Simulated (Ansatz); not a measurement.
**Cl2F2MoS: basis-set convergence**

One table from this session's results is given with a row withheld; the runs are named, their logs left out.

The runs use Ansatz 0.2.0, Gaussian basis; one geometry, several basis sets.

The runs, in order: PBE0-D4/def2-SVP; ωB97M-V/def2-SVP; PBE0-D4/def2-QZVPP; ωB97M-V/def2-QZVPP; the functionals' def2-TZVPP values are taken from earlier runs.

1 further run of the same task is left out (for a known fault of the program).

## Structure used throughout

An earlier PBE0-D4 in a triple-zeta def2 set relaxation fixed the geometry. Mo takes the def2 core potential; no spin-orbit term is included.

SMILES `[F][Mo]([F])(=[S])([Cl])[Cl]`, 6 atoms, charge 0, spin multiplicity 1.

Atoms are counted from 1 here; the program's logs count them from 0.

Bond lengths: F1–Mo2 1.844 Å, Mo2–F3 1.844 Å, Mo2–S4 2.058 Å, Mo2–Cl5 2.263 Å, Mo2–Cl6 2.263 Å. Angles: F1–Mo2–F3 83.4°, F1–Mo2–S4 106.1°, F1–Mo2–Cl5 149.6°, F1–Mo2–Cl6 85.9°, F3–Mo2–S4 106.1°, F3–Mo2–Cl5 85.9°, F3–Mo2–Cl6 149.6°, S4–Mo2–Cl5 104.1°, S4–Mo2–Cl6 104.1°, Cl5–Mo2–Cl6 89.2°.

The first run:

File in.yaml:

```yaml
crystal:
  periodic: [false, false, false]
  atoms:
    - {symbol: F, position_ang: [-0.100793, -1.064923, 1.565572]}
    - {symbol: Mo, position_ang: [0.017648, -0.076567, 0.013408]}
    - {symbol: F, position_ang: [1.615008, -0.976026, -0.185359]}
    - {symbol: S, position_ang: [-1.294518, -0.940184, -1.316298]}
    - {symbol: Cl, position_ang: [0.992674, 1.586434, -1.172747]}
    - {symbol: Cl, position_ang: [-1.230030, 1.471256, 1.095424]}
basis:
  gaussian: {orbitals: def2-SVP}
hamiltonian: {xc: pbe0, dispersion: d4}
output: {orbitals: {seedname: orbitals}}
```

Started as:

```
> ansatz run in.yaml --threads 4 --pin off --events-out ev --progress --plain --max-ram 10444MiB
```

Among the steps run: PBE0-D4 in def2-SVP; ωB97M-V in def2-SVP; PBE0-D4 in def2-QZVPP; ωB97M-V in def2-QZVPP.

One table of the session follows, with a row left open; its other results are not shown here.

It belongs to the step «Density functionals: the series». 

| functional | basis | HOMO (eV) | LUMO (eV) |
| --- | --- | --- | --- |
| PBE0-D4 | def2-SVP | -9.17 | -4.94 |
| PBE0-D4 | def2-TZVPP | ? | ? |
| PBE0-D4 | def2-QZVPP | -9.11 | -4.83 |
| ωB97M-V | def2-SVP | -11.19 | -2.78 |
| ωB97M-V | def2-TZVPP | -11.19 | -2.73 |
| ωB97M-V | def2-QZVPP | -11.19 | -2.73 |

Estimate the missing values for PBE0-D4, def2-TZVPP.

**Answer.** HOMO (eV): -9.12; LUMO (eV): -4.86. In the column «HOMO (eV)» it lies between PBE0-D4, def2-SVP (-9.17) and PBE0-D4, def2-QZVPP (-9.11).
